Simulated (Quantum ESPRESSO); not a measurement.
Runs of Quantum ESPRESSO 7.5 on FTl. The cell holds a molecule in a box, 2 atoms: a = 9.000 Å, b = 9.000 Å, c = 12.000 Å, α = 90.00°, β = 90.00°, γ = 90.00°. 

| task | level | potentials or basis | cell | cutoff (eV) | smearing | boundary across the vacuum | SCF threshold | form of the LDA correlation | assume isolated | other keys | gap on the mesh (eV) | largest force (eV/Å) |
| --- | --- | --- | --- | --- | --- | --- | --- | --- | --- | --- | --- | --- |
| real-space fields | PBE | PseudoDojo 0.4.1 SR PBE standard | as given | 1143 | fermi-dirac 0.05 eV | none | 4e-10 Ry | - | - | - | (a) | (b) |
| single point | PBE | PseudoDojo 0.4.1 SR PBE standard | atoms moved at random, drawn with an rms of 0.05 Å | 1143 | fermi-dirac 0.05 eV | none | 4e-10 Ry | - | - | - | 4.54 | 1.96 |
| real-space fields | LDA | GBRV 1.5 LDA | as given | 612 | fermi-dirac 0.05 eV | mt | 4e-10 Ry | PZ81 | mt | - | 4.56 | 0.05 |
| single point | PBE+D2 | PseudoDojo 0.4.1 SR PBEsol standard | as given | 1143 | fixed | mt | 1e-06 Ry | - | - | conv_thr = 1e-06; startingwfc = atomic | 4.51 | 0.74 |
| single point | RPBE | Ansatz NC SR PBE | atoms moved at random, drawn with an rms of 0.15 Å | 1320 | fixed | none | 4e-10 Ry | - | - | diago_david_ndim = 3 | 4.48 | 0.82 |

Alike in all rows: no spin polarisation; k mesh 1 × 1 × 1.

Problem. Estimate the missing entries.

Solution. (a) 4.49; (b) 0.73.

Caveats: this is a molecule in a periodic box, so the gap is that between its Kohn-Sham HOMO and LUMO and the box isn't a crystal; spin-orbit coupling is left out, which as a rule narrows the gap of such compounds by several tenths of an eV; the potentials were made for another functional, which shifts forces and pressure (some runs).

A k mesh can miss the band edges, and the runs leave out spin-orbit coupling on Tl.

A gap of «none» marks a metal or a gap under the smearing width.
